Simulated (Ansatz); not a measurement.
# GaSnP: the cost of one run

Method: DFT PBE, scalar-relativistic, plane waves, PAW, in Ansatz 0.2.0.

## Step 1: The starting structure

The structure is hexagonal, space group P6mm (No. 183). The conventional cell has a = 3.319 Å, b = 3.319 Å, c = 8.584 Å, α = 90.00°, β = 90.00°, γ = 120.00°. Around Ga (site symmetry 6mm) lie 1 P at 2.08 Å. Sn (site symmetry 6mm) is surrounded by 1 Ga at 2.62 Å. P (site symmetry 6mm) has 1 Ga at 2.08 Å as nearest neighbours.

As a file:

```
Ga Sn P
1.0
     3.31860    0.00000    0.00000
    -1.65930    2.87399    0.00000
     0.00000    0.00000    8.58372
Ga Sn P
1 1 1
Direct
  0.00000 0.00000 0.14178
  0.00000 0.00000 0.44657
  0.00000 0.00000 0.89934
```

Recipe of the guess: random cell by space group and Wyckoff sites (P6mm, No. 183). The dimensions are guesses.

## Step 2: The guess as it stands, on a coarse mesh

The input, input.yaml:

```yaml
crystal:
  lattice:
    - [3.31859846, 0.0, 0.0]
    - [-1.65929923, 2.87399057, 0.0]
    - [0.0, 0.0, 8.58372399]
  atoms:
    - { symbol: Ga, position: [0.0, 0.0, 0.14177702] }
    - { symbol: Sn, position: [0.0, 0.0, 0.44657395] }
    - { symbol: P, position: [0.0, 0.0, 0.8993445] }
basis:
  ecutwfc: 420
kpoints:
  mp_grid: { grid: [6, 6, 2] }
hamiltonian:
  xc: pbe
scf:
  occupations: { method: gaussian, width: 0.1 }
  lower_state_search: "off"
output:
  forces: true
  stress: true
  eigenvalues: true
```

Launch:

```sh
> ansatz run input.yaml --threads 1 --pin off --max-ram 2048MiB --backend cpu --events-out ev --progress --plain --runs-dir out
```

What time and memory should one allow on 1 thread of Arm Neoverse V2, shared host?

About 2.2 s, with a peak of 0.31 GiB.
